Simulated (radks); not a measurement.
# Tm²⁺ in [Kr] 4d10 4f13 5s2 5p5 6s1: an all-electron calculation

An exercise on one series of results from a longer session: the logs are not shown, and one member is left open.

Method: scalar-relativistic Kohn-Sham, HCTH/407, spin-unpolarised, spherical densities, point nucleus. Code: radks (a radial shooting solver on a logarithmic mesh, Libxc functionals) version 1.

**The atom as given**

- element: thulium (Z = 69)
- charge: +2
- electrons: 67
- configuration: [Kr] 4d10 4f13 5s2 5p5 6s1

The outer shells:

Tm²⁺
```
[Kr] core
4d [↑↓][↑↓][↑↓][↑↓][↑↓]
4f [↑↓][↑↓][↑↓][↑↓][↑↓][↑↓][↑ ]
5s [↑↓]
5p [↑↓][↑↓][↑ ]
6s [↑ ]
```

Set-up of the first run:

Input:

```text
Z 69
configuration [Kr] 4d10 4f13 5s2 5p5 6s1 5d0 6p0 7s0 5f0
relativity scalar-relativistic
functional hcth_407
spin unpolarised
nucleus point
c 137.035999084
```

On the command line:

```console
$ python run_ks.py task.json out
```

This one command runs every case of the session in turn.

One table of the session follows, with a row left open; its other results are not shown here.

It belongs to the step «Shells». Sizes of the orbitals, from the radial functions (bohr):

```
level      <r>  outermost maximum (interpolated)  90 % within  nodes
   1s  0.02002                            0.0126       0.0363      0
   2s  0.08488                            0.0719        0.131      1
   2p  0.07540                            0.0585        0.123      0
   3s   0.2209                             0.203        0.324      2
   3p   0.2202                             0.200        0.329      1
   3d   0.1996                             0.163        0.310      0
   4s   0.4978                             0.464        0.715      3
   4p        ?                                 ?            ?      ?
   4d   0.5712                             0.501        0.859      1
   5s    1.216                              1.09         1.75      4
   5p    1.428                              1.24         2.09      3
   4f   0.7736                             0.495         1.34      0
   6s    3.186                              2.84         4.60      5
   5d    2.223                              1.73         3.46      2
   6p    3.945                              3.55         5.63      4
```

**Question.** Estimate the row for 4p.

The run gave: <r>: 0.5283; outermost maximum (interpolated): 0.485; 90 % within: 0.769; nodes: 2. In the column «<r>» it lies between 4s (0.4978) and 4d (0.5712).
